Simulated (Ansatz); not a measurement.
This script makes an equation of state with a fit of YPb3, space group Pm-3m with the Python package of Ansatz (0.2.0).

The script, `run_eos.py`:
```python
import warnings

import ansatz as az
import numpy as np

config = {
    "filling": "fermi_dirac",
    "smearing_width": 0.1,
    "kmesh": (5, 5, 5),
}

vectors0 = np.array([
    [4.814, 0.0, 0.0],
    [0.0, 4.814, 0.0],
    [0.0, 0.0, 4.814],
])
sites = [
    ("Y", [0.0, 0.0, 0.0]),
    ("Pb", [0.0, 0.5, 0.5]),
    ("Pb", [0.5, 0.0, 0.5]),
    ("Pb", [0.5, 0.5, 0.0]),
]


def crystal_on(cell):
    crystal = az.Crystal(lattice=az.Lattice.of(cell))
    for symbol, position in sites:
        crystal = crystal.atom(symbol, position)
    return crystal


def main() -> None:
    warnings.simplefilter("ignore", az.DeckWarning)

    volumes, energies, pressures = [], [], []
    for scale in np.linspace(0.92, 1.08, 7):
        cell = vectors0 * scale ** (1 / 3)
        job = crystal_on(cell).calculation()
        job = job.functional(az.Functional.R2SCAN)
        job = job.occupations(config["filling"], width=config["smearing_width"])
        job = job.basis(21 * az.Ha)
        job = job.pseudopotentials("paw")
        job = job.kpoints(*config["kmesh"])
        job = job.stress()
        rep = job.run(threads=1, pin="off").report
        volumes.append(abs(np.linalg.det(cell)) / len(sites))
        energies.append(rep["free_energy_ev"] / len(sites))
        pressures.append(np.trace(rep["stress_gpa"]) / 3)
        print(f"V = {volumes[-1]:8.4f} A^3/atom  F = {energies[-1]:.5f} eV/atom  P = {pressures[-1]:8.3f} GPa")

    x = np.array(volumes) ** (-2 / 3)
    poly = np.polynomial.Polynomial.fit(x, energies, 3).convert()
    roots = poly.deriv().roots()
    x0 = min((r.real for r in roots if abs(r.imag) < 1e-9 and poly.deriv(2)(r.real) > 0), key=lambda r: abs(r - x.mean()))
    v0 = x0 ** -1.5
    b0 = 4 / 9 * poly.deriv(2)(x0) * v0 ** (-7 / 3) * 160.21766
    b1 = 4 + 2 / 3 * x0 * poly.deriv(3)(x0) / poly.deriv(2)(x0)
    print(f"V0 = {v0:.4f} A^3/atom, B0 = {b0:.1f} GPa, dB/dP = {b1:.2f}")


if __name__ == "__main__":
    main()
```

Its results, one of them left out:

| V (Å³/atom) | F less the lowest row shown (meV/atom) |
| --- | --- |
| 25.659 | 69.95 |
| 26.403 | 38.21 |
| 27.147 | 16.87 |
| 27.891 | 4.54 |
| 28.634 | 0.00 |
| 29.378 | ? |
| 30.122 | 10.23 |

What is the missing energy at 29.378 Å³ an atom?

A third-order Birch-Murnaghan fit, E = E0 + (9 V0 B0 / 16) [(t - 1)³ B' + (t - 1)² (6 - 4t)] with t = (V0/V)^(2/3), through the 6 rows shown gives V0 = 28.748 Å³, B0 = 54.8 GPa, B' = 4.55 and E0 = -0.08 meV. At V = 29.378 Å³, t = 0.98564, and the fit interpolates to 2.19 meV. The run gave 2.20 meV, a miss of 0.01 meV.

Reading the output:
- For a metal this k-point mesh is coarse: on a finer one energies can move by several to tens of meV an atom and pressures by half a GPa or more, differences at one mesh by less.
- Pressure is positive in compression.
- Spin-orbit coupling, which matters for elements this heavy, is left out.
- The starting cell is as deposited in a crystallographic database; the results hold for this polymorph, which needn't be the stable one.
- Timing: 32 s on 1 thread of Intel(R) Xeon(R) 6975P-C (Granite Rapids) (shared host), peak memory 0.78 GiB.
